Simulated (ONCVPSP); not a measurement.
# Pseudopotential generation for Ge: ONCV, LDA (Perdew-Wang 92)

Task: generate the file, and judge it by its errors in other configurations, its logarithmic derivatives, its ghosts and its cutoff.

Program: ONCVPSP 4.0.1.1 (patched build). Reference atom: LDA (Perdew-Wang 92), scalar-relativistic, spherical and spin-unpolarised. All values are calculated.

## Step 1: Settings

The settings as typed:

- element: germanium (Ge, Z = 32)
- type: optimised norm-conserving Vanderbilt (ONCV)
- frozen core: [Ne] 3s2
- valence charge: 20
- reference configuration: 3p6 3d10 4s1.5 4p2.5
- partial waves: 4s: rc 1.30 bohr, ncon 3, nbas 7, qcut 4.2 1/bohr, 2 projectors, debl 1.6 Ha; 3p+4p: rc 1.05 bohr, ncon 4, nbas 7, qcut 15.2 1/bohr, 2 projectors; 3d: rc 1.20 bohr, ncon 4, nbas 8, qcut 15.2 1/bohr, 2 projectors, debl 1.2 Ha
- local potential: polynomial inside 0.95 bohr (lpopt 5, dvloc0 4 Ha)
- core correction: not asked for

An earlier all-electron run gives the scale for the radii.

All-electron outer shells of the reference configuration (LDA (PZ), scalar-relativistic, ld1.x):

| shell | level (eV) | outermost node (bohr) | outermost maximum (bohr) |
| --- | --- | --- | --- |
| 2p | -1198.94 | – | 0.14 |
| 3s | -168.64 | 0.26 | 0.54 |
| 3p | -116.28 | 0.23 | 0.54 |
| 3d | -30.43 | – | 0.50 |
| 4s | -12.45 | 0.77 | 1.73 |
| 4p | -4.40 | 0.82 | 2.16 |

## Step 2: Generation

The input, Ge.dat:

```
# ATOM AND REFERENCE CONFIGURATION
# atsym  z   nc   nv     iexc    psfile
  Ge 32.00    4    4  -001012      upf
#
#   n    l    f
    1    0    2.00
    2    0    2.00
    2    1    6.00
    3    0    2.00
    3    1    6.00
    3    2   10.00
    4    0    1.50
    4    1    2.50
#
# PSEUDOPOTENTIAL AND OPTIMIZATION
# lmax
    2
#
#   l,   rc,      ep,       ncon, nbas, qcut
    0    1.30    0.00    3    7    4.20
    1    1.05    0.00    4    7   15.20
    2    1.20    0.00    4    8   15.20
#
# LOCAL POTENTIAL
# lloc, lpopt,  rc(5),   dvloc0
    4    5    0.95    4.00
#
# VANDERBILT-KLEINMAN-BYLANDER PROJECTORs
# l, nproj, debl
    0    2    1.60
    1    2    2.60
    2    2    1.20
#
# MODEL CORE CHARGE
# icmod, fcfact, rcfact
    0    0.00    0.00
#
# LOG DERIVATIVE ANALYSIS
# epsh1, epsh2, depsh
   -6.00    5.00    0.04
#
# OUTPUT GRID
# rlmax, drl
    6.00    0.01
#
# TEST CONFIGURATIONS
# ncnf
    4
# nvcnf
#   n    l    f
    4
    3    1    6.00
    3    2   10.00
    4    0    2.00
    4    1    2.00
#
    4
    3    1    6.00
    3    2   10.00
    4    0    2.00
    4    1    1.00
#
    4
    3    1    6.00
    3    2   10.00
    4    0    2.00
    4    1    0.00
#
    4
    3    1    6.00
    3    2   10.00
    4    0    1.00
    4    1    0.00
#
```

The run is started by

```bash
$ oncvpsp.x < Ge.dat > Ge.out
```

Before running it: what results should come out? Wanted: cutoffs for 1 and 0.1 mHa per electron, occupied waves; bound ghosts; GHOST(+) flags; largest test error; largest phase difference near zero energy, channels read.

The runs gave:

| quantity | value |
| --- | --- |
| cutoffs for 1 and 0.1 mHa per electron, occupied waves | 84 Ha and 94 Ha |
| bound ghosts | s at -1061.33 eV |
| GHOST(+) flags | s at 50 eV |
| largest test error (AE − PS) | -4.5 meV, for 3p6 3d10 4s2 4p0 |
| largest phase difference near zero energy, channels read | 0.001 rad |

In words: It has a bound ghost (s), which would be filled ahead of the true valence states and rules the file out. By total energies transferability is very good: the largest error is 4.5 meV on 19.4 eV, for 3p6 3d10 4s2 4p0. Atomic tests can pass in spite of a ghost, since they solve only for the levels asked. It counts as very hard, with 84 Ha needed at the looser tolerance. The 3d wave sets it; 3p needs 65 Ha. Near zero energy the phases of the channels with partial waves agree within 0.001 rad. The program also flags highly localised states, GHOST(+) (s). These are tests on the free atom; a crystal test is still owed.
